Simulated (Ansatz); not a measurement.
# NaAs (singlet): wave-function methods side by side at distance As1–Na2 = 6.036 Å, cc-pVDZ

An exercise on one series of results from a longer session: the logs are not shown, and one member is left open.

Method: cc-pVDZ, core rule «outside noble gas», up to 19 orbitals frozen; program: Ansatz 0.2.0, Gaussian basis.

Plan: UHF; CCSD(T) on RHF; CCSD(T) on UHF; BCCD(T) on RHF; CCSDT(Q) on RHF; CCSDT(Q) on UHF; CCSDTQ on RHF; Full CI.

69 further runs of the same task are left out: 50 for a known fault of the program, 12 that didn't finish, 7 set aside as unsound or not needed. Runs told in other sessions of the task aren't counted.

### The system

The geometry derives from a PBE0/def2-TZVP stationary point (not a proven minimum). One bond is set to the value named and the two fragments are kept rigid. No spin-orbit coupling is included. The filled d shell of As may be among the frozen orbitals whatever the setting's name suggests.

2 atoms, charge 0, spin multiplicity 1.

Atoms are counted from 1 here; the program's logs count them from 0.

No contacts short enough for the rule that draws bonds.

Set-up of the first run:

Input file in.yaml:

```yaml
crystal:
  periodic: [false, false, false]
  atoms:
    - {symbol: As, position_ang: [0.000000, 0.000000, 0.000000]}
    - {symbol: Na, position_ang: [0.000000, 0.000000, 6.036000]}
basis:
  gaussian: {orbitals: cc-pVDZ}
magnetization: {spin_polarized: true, initial_magnetization: 0}
hamiltonian: {xc: hf}
output: {orbitals: {seedname: orbitals}}
```

Run with:

```sh
$ ansatz run in.yaml --threads 1 --pin off --events-out ev --progress --plain --max-ram 2393MiB
```

Steps of the session up to this table: UHF; CCSD(T) on RHF; CCSD(T) on UHF; BCCD(T) on RHF; CCSDT(Q) on RHF; CCSDT(Q) on UHF; CCSDTQ on RHF; Full CI.

One table of the session follows, with a row left open; its other results are not shown here.

It belongs to the step «Misses and costs». 

| method | from FCI (meV) |
| --- | --- |
| RHF | +4541.2 |
| RMP2 | +1746.8 |
| RCCSD | +562.4 |
| RCCSD(T) | ? |
| BCCD(T) | +109.0 |
| RCCSDT | +0.2 |
| RCCSDT(Q) | -51.4 |
| RCCSDTQ | +1.7 |
| FCI | 0 |

Estimate the missing values for RCCSD(T).

As computed: from FCI (meV): -101.4. In the column «from FCI (meV)» it is the lowest.

Left out of the table: UHF, UMP2, UCCSD, UCCSD(T), UCCSDT, UCCSDT(Q) (another determinant or state than the rows shown). UCCSDT(Q) lies 1.72 eV below the table's zero, so the state tabled may not be the lowest.

Caveats from the session: The report flags that the cluster equations may have other roots. The program flags RCCSD(T), BCCD(T), RCCSDT(Q), RCCSDTQ as in doubt, so those rows may rest on another solution. RCCSD(T), RCCSDT(Q) fall below full CI, which methods that aren't variational can do.
